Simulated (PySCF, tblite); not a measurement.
**C5H7OS2 radical: geometry, infrared bands and EPR parameters**

Wanted: the infrared bands and EPR parameters of C5H7OS2 radical (`C[S@@](=O)[C@@H]1CC=[C]S1`), by calculation.

Programs: tblite 0.8.0 and PySCF 2.14.0, with density-fitted response routines of our own. Each step states its level of theory. These are calculated values for one molecule in the gas phase, unless marked as measured. Atoms count from 0, in the outputs and in this text.

## Step 1: The molecule as given

15 atoms, charge 0, multiplicity 2; geometry from: force field or distance geometry start.

Bonds of the start (Å): C0–S1 1.82, S1–O2 1.51, S1–C3 1.82, C3–C4 1.57, C4–C5 1.51, C5–C6 1.29, C6–S7 1.68, S7–C3 1.86, C0–H8 1.09, C0–H9 1.08, C0–H10 1.10, C3–H11 1.11, C4–H12 1.09, C4–H13 1.11, C5–H14 1.08.

## Step 2: Geometry optimisation with GFN2-xTB

What the job is given:

```
{"job": {"kind": "relax", "xc": "GFN2-xTB", "basis": "xTB"}, "charge": 0, "multiplicity": 2}
C      2.475100     0.706700     0.133400
S      1.213400    -0.213500    -0.801700
O      1.594000    -1.674700    -0.691600
C     -0.166300     0.085800     0.348700
C     -1.360600    -0.885700     0.049800
C     -2.631100    -0.085500     0.226600
C     -2.369300     1.180400     0.289000
S     -0.822700     1.828400     0.254600
H      2.539300     0.326700     1.157600
H      3.426900     0.574800    -0.357400
H      2.214700     1.770700     0.139900
H      0.174100    -0.099100     1.384800
H     -1.345800    -1.742900     0.730300
H     -1.323400    -1.267900    -0.987200
H     -3.622800    -0.496200     0.158900
```

Started as:

```
$ OMP_NUM_THREADS=1 python probes_run.py task.json out
```

The driver reads the jobs from task.json and runs them one after another.

Standard output:

```text
step      E/eV     max force
  0    -671.44820    2.314
  1    -671.58334    0.942
  2    -671.61991    0.628
  3    -671.64600    0.408
  4    -671.65822    0.309
  5    -671.66832    0.215
  6    -671.67342    0.218
  7    -671.68004    0.266
  8    -671.68647    0.234
  9    -671.69117    0.213
 10    -671.69323    0.106
 11    -671.69407    0.073
 12    -671.69460    0.054
 13    -671.69503    0.073
 14    -671.69538    0.063
 15    -671.69567    0.054
 16    -671.69591    0.049
 17    -671.69617    0.048
 18    -671.69645    0.050
 19    -671.69672    0.048
 20    -671.69695    0.042
 21    -671.69714    0.040
 22    -671.69734    0.045
 23    -671.69752    0.045
 24    -671.69769    0.037
 25    -671.69785    0.035
 26    -671.69806    0.040
 27    -671.69832    0.046
 28    -671.69858    0.043
 29    -671.69882    0.041
 30    -671.69908    0.042
 31    -671.69942    0.056
 32    -671.69987    0.068
 33    -671.70036    0.059
 34    -671.70077    0.048
 35    -671.70109    0.047
 36    -671.70142    0.059
 37    -671.70175    0.054
 38    -671.70200    0.033
 39    -671.70213    0.027
 40    -671.70220    0.020
 41    -671.70226    0.021
 42    -671.70231    0.016
 43    -671.70235    0.017
 44    -671.70238    0.015
 45    -671.70241    0.016
 46    -671.70243    0.014
 47    -671.70245    0.013
 48    -671.70247    0.014
 49    -671.70249    0.012
 50    -671.70250    0.012
 51    -671.70253    0.017
 52    -671.70258    0.026
 53    -671.70264    0.032
 54    -671.70269    0.025
 55    -671.70273    0.011
 56    -671.70275    0.011
 57    -671.70277    0.012
 58    -671.70279    0.017
 59    -671.70281    0.014
 60    -671.70282    0.008
```

Wall time 1 s (1 thread of AMD EPYC, shared host).

The steps of the relaxation: (not every step is listed)

```csv
step,energy from step 0 (eV),largest force (eV/Å)
0,0.0000,2.3142
1,-0.1351,0.9418
2,-0.1717,0.6283
3,-0.1978,0.4077
4,-0.2100,0.3093
5,-0.2201,0.2148
6,-0.2252,0.2184
7,-0.2318,0.2661
8,-0.2383,0.2343
12,-0.2464,0.0541
16,-0.2477,0.0488
20,-0.2487,0.0416
24,-0.2495,0.0369
28,-0.2504,0.0434
32,-0.2517,0.0684
36,-0.2532,0.0588
40,-0.2540,0.0203
44,-0.2542,0.0153
48,-0.2543,0.0142
52,-0.2544,0.0260
55,-0.2545,0.0112
56,-0.2545,0.0112
57,-0.2546,0.0122
58,-0.2546,0.0171
59,-0.2546,0.0141
60,-0.2546,0.0079
```

Close pairs (by a distance rule), those that changed most:

```csv
bond,before (Å),after (Å),change (Å)
S1–O2,1.514,1.462,-0.052
S1–C3,1.821,1.871,+0.050
C6–S7,1.677,1.715,+0.037
C3–C4,1.568,1.533,-0.035
C5–C6,1.294,1.317,+0.023
C3–S7,1.865,1.844,-0.021
C0–S1,1.820,1.840,+0.020
C3–H11,1.106,1.090,-0.016
```

The next job starts from the end point, and lists it.

## Step 3: Vibrational analysis with GFN2-xTB

What the job is given:

```
{"job": {"kind": "ir", "xc": "GFN2-xTB", "basis": "xTB"}, "charge": 0, "multiplicity": 2}
C      2.448934     0.744439     0.109493
S      1.219771    -0.287694    -0.790167
O      1.613636    -1.675676    -0.556818
C     -0.173785    -0.011806     0.427507
C     -1.373959    -0.880738     0.033130
C     -2.611159    -0.016542     0.171879
C     -2.369752     1.278037     0.206654
S     -0.722944     1.744192     0.309277
H      2.616735     0.323053     1.094572
H      3.372583     0.719899    -0.459615
H      2.072619     1.759015     0.170839
H      0.204276    -0.228308     1.427036
H     -1.461861    -1.747252     0.690091
H     -1.251735    -1.248276    -0.991706
H     -3.587776    -0.464354     0.193467
```

Standard output:

```text
mode    cm-1     km/mol
  1      46.1      9.24
  2      53.4      0.56
  3     124.0      9.73
  4     154.2      0.51
  5     236.4      1.70
  6     239.6      1.63
  7     305.5     11.60
  8     340.1     16.93
  9     352.9      2.04
 10     460.7     28.36
 11     564.3     13.27
 12     634.8     21.27
 13     678.4     52.03
 14     720.2     55.06
 15     743.0     28.55
 16     789.9     13.50
 17     874.7     21.32
 18     887.4     22.58
 19     914.4     19.82
 20     970.5      1.91
 21    1032.2      3.68
 22    1051.5     25.39
 23    1092.9      1.15
 24    1137.8    273.95
 25    1148.0      3.21
 26    1201.9      6.22
 27    1240.8     35.87
 28    1286.4     12.62
 29    1429.1      9.10
 30    1442.4      8.66
 31    1450.8      6.93
 32    1567.6    119.37
 33    2926.5      8.41
 34    2952.5      7.60
 35    2984.1      6.25
 36    3053.0      0.60
 37    3064.2      3.51
 38    3076.0      8.19
 39    3128.9     11.76
```

Run time: 1.3 s. Hardware: 1 thread of AMD EPYC, shared host.

The strongest bands and the atoms that carry them (share of the mass-weighted mode):

```csv
cm⁻¹,km/mol,atoms
461,28.4,"S7 34 %, C6 18 %, C4 16 %, C3 13 %"
678,52.0,"C0 52 %, S1 34 %"
720,55.1,"C3 47 %, H14 15 %"
743,28.6,"H14 60 %, C5 16 %"
1052,25.4,"H11 38 %, C3 22 %, C4 17 %"
1138,273.9,"O2 63 %, S1 33 %"
1241,35.9,"H13 40 %, C4 25 %, H12 23 %"
1568,119.4,"C5 50 %, C6 43 %"
```

## Step 4: g tensor and hyperfine couplings: B3LYP/pcH-1

Same as in step 3 but for these lines:

```diff
@@ -1,2 +1,2 @@
-{"job": {"kind": "ir", "xc": "GFN2-xTB", "basis": "xTB"}, "charge": 0, "multiplicity": 2}
+{"job": {"kind": "epr", "basis": "pcH-1"}, "charge": 0, "multiplicity": 2}
 C      2.448934     0.744439     0.109493
```

With the program's defaults for keys left out, this is: UKS B3LYP, pcH-1 on C H O S, non-relativistic, mean-field spin-orbit, GIAO.

Standard output:

```text
UKS, coarse grid
  cycle   1  E = -1065.99522269  |g| = 7.33e-01
  cycle   2  E = -1064.39749385  |g| = 1.97e+00
  cycle   3  E = -1066.14323059  |g| = 3.28e-01
  cycle   4  E = -1066.18515214  |g| = 1.86e-01
  cycle   5  E = -1066.20171341  |g| = 9.62e-02
  cycle   6  E = -1066.20625562  |g| = 2.25e-02
  cycle   7  E = -1066.20688439  |g| = 2.03e-02
  cycle   8  E = -1066.20738783  |g| = 1.15e-02
  cycle   9  E = -1066.20776665  |g| = 6.11e-03
  cycle  10  E = -1066.20794197  |g| = 3.46e-03
  cycle  11  E = -1066.20802173  |g| = 1.94e-03
  cycle  12  E = -1066.20803426  |g| = 1.82e-03
  cycle  13  E = -1066.20803925  |g| = 6.13e-04
UKS, final grid
  cycle   1  E = -1066.20807820  |g| = 1.11e-03
  cycle   2  E = -1066.20807631  |g| = 2.29e-03
  cycle   3  E = -1066.20807891  |g| = 2.11e-04
  cycle   4  E = -1066.20807895  |g| = 8.00e-05
  cycle   5  E = -1066.20807898  |g| = 7.52e-05
  cycle   6  E = -1066.20807899  |g| = 2.81e-05
  cycle   7  E = -1066.20807899  |g| = 1.34e-05
E = -1066.20807899 Eh   <S^2> = 0.7583 (exact 0.7500)
g shifts (ppm)      1          2          3
  rmc          -177       -177       -177
  gc            -10         30         -3
  oz_so       -1092       -200       1811
  total       -1278       -347       1633
hyperfine (MHz)  atom isotope    a_iso     a_fc   dipolar eigenvalues
    0   13C      -0.55      -0.55     -0.31     -0.05      0.35
    1   33S      -0.02      -0.02     -0.60     -0.34      0.94
    2   17O      -2.01      -1.95     -9.19      4.32      4.87
    3   13C      12.87      12.84     -6.73     -5.57     12.30
    4   13C      52.24      52.29     -6.31     -5.47     11.79
    5   13C      24.16      24.14    -17.19     -0.19     17.39
    6   13C     483.47     483.45    -70.76    -53.46    124.22
    7   33S      56.60      56.50     -9.04     -6.30     15.34
    8    1H       0.60       0.60     -0.74     -0.49      1.23
    9    1H      -0.39      -0.39     -0.52     -0.33      0.85
   10    1H       0.99       0.99     -1.11     -0.74      1.84
   11    1H      -3.84      -3.85     -3.76     -1.17      4.93
   12    1H       5.77       5.77     -3.70     -0.82      4.52
   13    1H     -13.68     -13.67     -3.54     -2.04      5.58
   14    1H      41.64      41.64     -7.35     -4.11     11.46
```

It took 2.6 min on 1 thread of AMD EPYC, shared host; peak memory 1.1 GiB.

Principal g values 2.00104, 2.00197, 2.00395; g(iso) = 2.00232, against 2.00232 for a free electron.

Hyperfine couplings; where a row names several nuclei, a(iso) is their mean (it holds for fast rotation or exchange) and the dipolar term the largest among them:

```csv
nuclei,isotope,a(iso) (MHz),"a(iso) (G, at g = 2.0023)",largest dipolar term (MHz)
C6,13C,483.5,172.5,124.2
S7,33S,56.6,20.2,15.3
C4,13C,52.2,18.6,11.8
H14,1H,41.6,14.9,11.5
C5,13C,24.2,8.6,17.4
H13,1H,-13.7,-4.9,5.6
C3,13C,12.9,4.6,12.3
H12,1H,5.8,2.1,4.5
H11,1H,-3.8,-1.4,4.9
O2,17O,-2.0,-0.7,-9.2
C0,13C,-0.5,-0.2,0.4
"H8, H9, H10",1H,0.4,0.1,1.8
S1,33S,0.0,0.0,0.9
```

Mulliken spin populations:

C0 0.00; S1 0.00; O2 0.02; C3 0.05; C4 0.06; C5 -0.09; C6 0.91; S7 0.03; H8 0.00; H9 0.00; H10 0.00; H11 0.00; H12 0.00; H13 -0.01; H14 0.02

In first order the couplings over 0.8 MHz of 1H give 16 distinct lines over 23.2 G, if the averaged nuclei exchange fast.

Orbitals, density, ELF and potential are computed afterwards from the orbital file.

ELF in a plane through or near 9 of the atoms.

Ten even steps from '0' (0.00) to '9' (1.00):
```
0000000000000000000000000000
0000000000000000000000000000
0000000000001332000210000000
0000000000015775213652000000
0000000010027987437874100000
0000001897017742686874000000
0000003999305574772551000000
0000012899602623654851100000
0000477637302585026158994000
0002899665636736356579998000
0002899848758858649689997000
0001588535526757234437983000
0000010003675203665100000000
0000000017767301454100000000
0000000048538600111000000000
0000000027887500000000000000
0000000003443200000000000000
0000000000000000000000000000
0000000000000000000000000000
0000000000000000000000000000
```
The map spans 12.4 Å across and 9.2 Å up, centred on the molecule. Atoms in the plane (x, y in Å): C0 (-2.5, 0.3), O2 (-1.3, -2.0), C4 (1.5, -0.6), C5 (2.6, 0.4), C6 (2.1, 1.6), S7 (0.4, 1.8), H9 (-3.5, 0.0), H10 (-2.3, 1.4), H14 (3.6, 0.2).

On the surface of density 0.002 e/bohr³ the electrostatic potential runs, from the 1st to the 99th percentile, from -1.86 V near O2 to 1.19 V near H11.

The spin density lies nearest to C6 73 %; S7 7 %.

## Step 5: What came out

```
                                 quantity                  value
strongest single infrared mode (GFN2-xTB)  1138 cm⁻¹, 274 km/mol
             zero-point energy (GFN2-xTB)          66.3 kcal/mol
                           g(iso) (B3LYP)                2.00232
                                     ⟨S²⟩     0.758 (exact 0.75)
       largest a(iso) (averaged by class)   13C on C6, 483.5 MHz
    surface potential, 1st and 99th percentile     -1.86 V and 1.19 V
```

**Reading.** The optimisation took 60 steps and gained 0.255 eV; among the close pairs (by a distance rule), S1–O2 changed most, from 1.514 to 1.462 Å. All 39 modes are real, so the xTB geometry is a minimum. The strongest single mode, at 1138 cm⁻¹, moves mainly O2 and S1. GFN2-xTB is a fitted tight-binding method: band positions and strengths are rough. Its intensities can rank the bands wrongly. Most of the unpaired spin sits on C6 (0.91 e). The isotropic g lies 0.0 ppt above the free-electron value.
